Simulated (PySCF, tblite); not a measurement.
**3-methyl-2-furoic acid (C₆H₆O₃): a rotation path, then NMR shifts on frames**

How do NMR shifts of 3-methyl-2-furoic acid (C₆H₆O₃) (`Cc1ccoc1C(=O)O`) change as the atoms move?

Computed with tblite 0.8.0 and PySCF 2.14.0, with density-fitted response routines of our own, on a single molecule in the gas phase. Atoms count from 0, in the outputs and in this text.

### 1 Starting geometry

15 atoms, charge 0, multiplicity 1; geometry from: GFN2-xTB.

Bonds of the start (Å): C0–C1 1.48, C1–C2 1.41, C2–C3 1.37, C3–O4 1.33, O4–C5 1.36, C5–C6 1.46, C6–O7 1.21, C6–O8 1.35, C5–C1 1.38, C0–H9 1.09, C0–H10 1.09, C0–H11 1.09, C2–H12 1.07, C3–H13 1.07, O8–H14 0.97.

### 2 The rotation path with GFN2-xTB

The job: settings as JSON, then the geometry in Å.

```
{"job": {"kind": "neb", "xc": "GFN2-xTB", "basis": "xTB", "atoms": [4, 5, 6, 8], "turn": 180}, "charge": 0, "multiplicity": 1}
C     -0.211554     1.776309     0.087186
C     -0.544840     0.330375     0.078109
C     -1.830398    -0.238529     0.217906
C     -1.661722    -1.591644     0.149513
O     -0.381368    -1.905989    -0.020682
C      0.314987    -0.744189    -0.066904
C      1.759144    -0.815251    -0.249051
O      2.403674    -1.826995    -0.364977
O      2.331745     0.405949    -0.277694
H     -1.113047     2.367763     0.222078
H      0.488250     1.997248     0.890406
H      0.269237     2.059449    -0.846923
H     -2.751651     0.290844     0.351635
H     -2.365390    -2.399428     0.208487
H      3.288518     0.302078    -0.401001
```

With the program's defaults for keys left out, this is: GFN2-xTB climbing-image nudged elastic band, gas phase.

The run is started by

```
OMP_NUM_THREADS=1 python probes_run.py task.json out
```

The driver reads the jobs from task.json and runs them one after another.

Standard output:

```text
image   E - E0 / eV
  0       0.0000
  1       0.0364
  2       0.1296
  3       0.2329
  4       0.2742
  5       0.2158
  6       0.0995
  7      -0.0021
  8      -0.0438
```

Run time: 6 s. Hardware: 1 thread of Intel Xeon at 2.50GHz, shared host; peak memory 0.18 GiB.

The final band, with the dihedral O4–C5–C6–O8:

```
image  dihedral (°)  energy (eV)  energy (kcal/mol)
    0          -180        0.000                0.0
    1          -160        0.036                0.8
    2          -138        0.130                3.0
    3          -114        0.233                5.4
    4           -90        0.274                6.3
    5           -66        0.216                5.0
    6           -42        0.100                2.3
    7           -20       -0.002                0.0
    8             0       -0.044               -1.0
```

### 3 Shielding tensors: image 0, PBE0/pcSseg-1

The job: settings as JSON, then the geometry in Å.

```
{"job": {"kind": "nmr", "xc": "PBE0", "basis": "pcSseg-1", "pop": false}, "charge": 0, "multiplicity": 1}
C     -0.211600     1.776300     0.087200
C     -0.544800     0.330400     0.078100
C     -1.830400    -0.238500     0.217900
C     -1.661700    -1.591600     0.149500
O     -0.381400    -1.906000    -0.020700
C      0.315000    -0.744200    -0.066900
C      1.759100    -0.815300    -0.249100
O      2.403700    -1.827000    -0.365000
O      2.331700     0.405900    -0.277700
H     -1.113000     2.367800     0.222100
H      0.488200     1.997200     0.890400
H      0.269200     2.059400    -0.846900
H     -2.751700     0.290800     0.351600
H     -2.365400    -2.399400     0.208500
H      3.288500     0.302100    -0.401000
```

With the program's defaults for keys left out, this is: GIAO PBE0/pcSseg-1 NMR shielding, non-relativistic, gas phase.

Standard output:

```text
coarse grid: 13496 points
cycle   1  E = -457.0989150631  dE =  1.935e+00  |g| = 9.882e-01  |ddm| = 3.841e+00
cycle   2  E = -456.7172841279  dE =  3.816e-01  |g| = 1.740e+00  |ddm| = 2.295e+00
cycle   3  E = -457.2625589566  dE = -5.453e-01  |g| = 3.265e-01  |ddm| = 1.722e+00
cycle   4  E = -457.2817059043  dE = -1.915e-02  |g| = 9.234e-02  |ddm| = 2.918e-01
cycle   5  E = -457.2831050197  dE = -1.399e-03  |g| = 2.413e-02  |ddm| = 7.356e-02
cycle   6  E = -457.2832237463  dE = -1.187e-04  |g| = 9.182e-03  |ddm| = 2.805e-02
cycle   7  E = -457.2832392893  dE = -1.554e-05  |g| = 3.656e-03  |ddm| = 9.563e-03
cycle   8  E = -457.2832421051  dE = -2.816e-06  |g| = 5.126e-04  |ddm| = 3.005e-03
final grid: 133104 points
cycle   9  E = -457.3659720292  dE = -1.869e-05  |g| = 1.500e-02  |ddm| = 3.696e-02
cycle  10  E = -457.3658849916  dE =  8.704e-05  |g| = 2.618e-02  |ddm| = 2.942e-02
cycle  11  E = -457.3660117819  dE = -1.268e-04  |g| = 3.404e-03  |ddm| = 2.093e-02
cycle  12  E = -457.3660141196  dE = -2.338e-06  |g| = 4.613e-04  |ddm| = 2.602e-03
cycle  13  E = -457.3660141531  dE = -3.354e-08  |g| = 1.643e-04  |ddm| = 3.870e-04
cycle  14  E = -457.3660141575  dE = -4.419e-09  |g| = 7.659e-05  |ddm| = 1.723e-04
cycle  15  E = -457.3660141586  dE = -1.075e-09  |g| = 1.622e-05  |ddm| = 6.836e-05
cycle  16  E = -457.3660141587  dE = -6.014e-11  |g| = 4.025e-06  |ddm| = 2.071e-05
converged SCF energy = -457.3660141587

GIAO shielding tensors (ppm)
atom      isotropic    diamagn.    paramagn.     s11        s22        s33       span
  0 C      171.231     244.561     -73.330    163.390    166.921    183.383     19.993
  1 C       45.518     262.318    -216.801    -30.551      9.556    157.549    188.100
  2 C       65.337     252.729    -187.392    -16.864     68.241    144.633    161.497
  3 C       35.020     251.755    -216.735    -46.824     40.583    111.300    158.124
  4 O       25.260     396.639    -371.378   -129.272    -42.756    247.808    377.080
  5 C       40.872     254.497    -213.625    -17.200     42.740     97.076    114.277
  6 C       24.021     245.717    -221.696    -77.221     73.856     75.428    152.649
  7 O      -74.731     398.909    -473.640   -281.701   -215.912    273.421    555.121
  8 O      132.599     393.474    -260.875      8.173    141.958    247.665    239.492
  9 H       29.557      28.646       0.911     23.992     28.921     35.758     11.766
 10 H       28.906      28.557       0.349     24.130     27.960     34.628     10.499
 11 H       28.908      28.546       0.361     24.138     27.947     34.638     10.501
 12 H       25.115      32.417      -7.302     23.064     25.315     26.967      3.902
 13 H       24.077      29.607      -5.530     21.097     25.278     25.856      4.759
 14 H       25.571      29.807      -4.235     21.170     21.964     33.580     12.411
```

Wall time 67 s (1 thread of Intel Xeon at 2.50GHz, shared host); peak memory 0.83 GiB.

Shifts follow as δ = σ(reference) − σ, with reference shieldings (ppm) from runs at the same level and on the same kind of geometry: 1H TMS 31.72, 13C TMS 186.9, 17O H2O 336.1. The references are single molecules in the gas phase, so shifts against H2O, NH3, PH3, H3PO4 or CFCl3 are not on the usual liquid scales and can be off by tens of ppm. Each atom is listed at this fixed geometry, with no averaging over motion; a spectrum would average atoms that exchange fast.

```
atoms                                          environment  σ (ppm)  δ (ppm)
   C6                               carboxylic acid carbon     24.0    162.9
   C3                  aromatic CH next to the ring oxygen     35.0    151.9
   C5  substituted aromatic carbon next to the ring oxygen     40.9    146.1
   C1                          substituted aromatic carbon     45.5    141.4
   C2                                          aromatic CH     65.3    121.6
   C0                    methyl carbon on an aromatic ring    171.2     15.7
  H13   hydrogen on an aromatic CH next to the ring oxygen    24.08     7.64
  H12                           hydrogen on an aromatic CH    25.12     6.60
  H14                  hydrogen on an acid hydroxyl oxygen    25.57     6.15
  H10      hydrogen on a methyl carbon on an aromatic ring    28.91     2.81
  H11      hydrogen on a methyl carbon on an aromatic ring    28.91     2.81
   H9      hydrogen on a methyl carbon on an aromatic ring    29.56     2.16
   O7                                      carbonyl oxygen    -74.7    410.8
   O4                                 aromatic ring oxygen     25.3    310.8
   O8                                 acid hydroxyl oxygen    132.6    203.5
```

Ring of atoms C1, C2, C3, O4, C5: NICS(0) -11.5, NICS(1) -10.4, NICS(1)zz -24.9 ppm (means of both faces).

### 4 Nuclear shieldings: image 2, PBE0/pcSseg-1

The job: settings as JSON, then the geometry in Å.

```
{"job": {"kind": "nmr", "xc": "PBE0", "basis": "pcSseg-1", "pop": false}, "charge": 0, "multiplicity": 1}
C     -0.259100     1.801700    -0.053700
C     -0.555500     0.348300     0.058400
C     -1.823100    -0.245200     0.278200
C     -1.627100    -1.593300     0.252200
O     -0.347900    -1.884100     0.012700
C      0.315200    -0.709200    -0.093300
C      1.757200    -0.754800    -0.384100
O      2.284000    -1.489700    -1.177600
O      2.450200     0.129200     0.352500
H     -1.162000     2.383700     0.111100
H      0.493400     2.098300     0.673300
H      0.126000     2.031300    -1.046600
H     -2.751600     0.263100     0.436800
H     -2.301000    -2.414200     0.402800
H      3.397000     0.042900     0.155200
```

Level: GIAO PBE0/pcSseg-1 NMR shielding, non-relativistic, gas phase.

Standard output:

```text
coarse grid: 13496 points
cycle   1  E = -457.0923126862  dE =  1.929e+00  |g| = 9.856e-01  |ddm| = 3.813e+00
cycle   2  E = -456.7193344323  dE =  3.730e-01  |g| = 1.732e+00  |ddm| = 2.024e+00
cycle   3  E = -457.2556673279  dE = -5.363e-01  |g| = 3.221e-01  |ddm| = 1.480e+00
cycle   4  E = -457.2741929333  dE = -1.853e-02  |g| = 9.260e-02  |ddm| = 2.778e-01
cycle   5  E = -457.2755913182  dE = -1.398e-03  |g| = 2.281e-02  |ddm| = 6.883e-02
cycle   6  E = -457.2757009717  dE = -1.097e-04  |g| = 7.530e-03  |ddm| = 2.618e-02
cycle   7  E = -457.2757106679  dE = -9.696e-06  |g| = 3.569e-03  |ddm| = 8.379e-03
cycle   8  E = -457.2757134371  dE = -2.769e-06  |g| = 6.122e-04  |ddm| = 3.065e-03
final grid: 133104 points
cycle   9  E = -457.3587125138  dE = -1.780e-05  |g| = 1.492e-02  |ddm| = 3.633e-02
cycle  10  E = -457.3586294861  dE =  8.303e-05  |g| = 2.583e-02  |ddm| = 2.711e-02
cycle  11  E = -457.3587516013  dE = -1.221e-04  |g| = 3.225e-03  |ddm| = 1.896e-02
cycle  12  E = -457.3587537026  dE = -2.101e-06  |g| = 4.582e-04  |ddm| = 2.428e-03
cycle  13  E = -457.3587537356  dE = -3.300e-08  |g| = 1.674e-04  |ddm| = 3.886e-04
cycle  14  E = -457.3587537400  dE = -4.432e-09  |g| = 7.933e-05  |ddm| = 1.626e-04
cycle  15  E = -457.3587537412  dE = -1.186e-09  |g| = 1.525e-05  |ddm| = 6.717e-05
cycle  16  E = -457.3587537412  dE = -5.309e-11  |g| = 4.538e-06  |ddm| = 2.059e-05
converged SCF energy = -457.3587537412

GIAO shielding tensors (ppm)
atom      isotropic    diamagn.    paramagn.     s11        s22        s33       span
  0 C      174.109     244.831     -70.723    164.814    168.735    188.778     23.964
  1 C       52.537     261.762    -209.225    -23.383     24.151    156.842    180.225
  2 C       66.199     252.576    -186.376    -17.346     70.327    145.616    162.962
  3 C       37.866     251.941    -214.075    -42.434     44.947    111.086    153.520
  4 O       26.449     397.193    -370.744   -118.626    -43.063    241.036    359.662
  5 C       39.477     255.783    -216.306    -26.531     42.389    102.574    129.105
  6 C       20.532     245.794    -225.261    -84.590     67.918     78.269    162.859
  7 O     -110.574     399.715    -510.288   -350.593   -248.943    267.815    618.408
  8 O      123.246     392.269    -269.023    -21.127    143.519    247.346    268.473
  9 H       29.561      28.677       0.885     24.077     28.702     35.905     11.828
 10 H       28.843      28.595       0.248     23.592     28.217     34.720     11.128
 11 H       29.229      28.651       0.578     24.532     27.851     35.305     10.773
 12 H       25.154      32.423      -7.269     23.198     25.466     26.797      3.600
 13 H       24.197      29.706      -5.509     21.316     25.194     26.083      4.767
 14 H       25.295      29.501      -4.207     19.772     22.657     33.455     13.683
```

It took 65 s on 1 thread of Intel Xeon at 2.50GHz, shared host; peak memory 0.82 GiB.

This run: δ C6 166.4, C3 149.1, C5 147.4, C1 134.4, H13 7.52, H12 6.56 ppm.

[end of part 1 of 2]
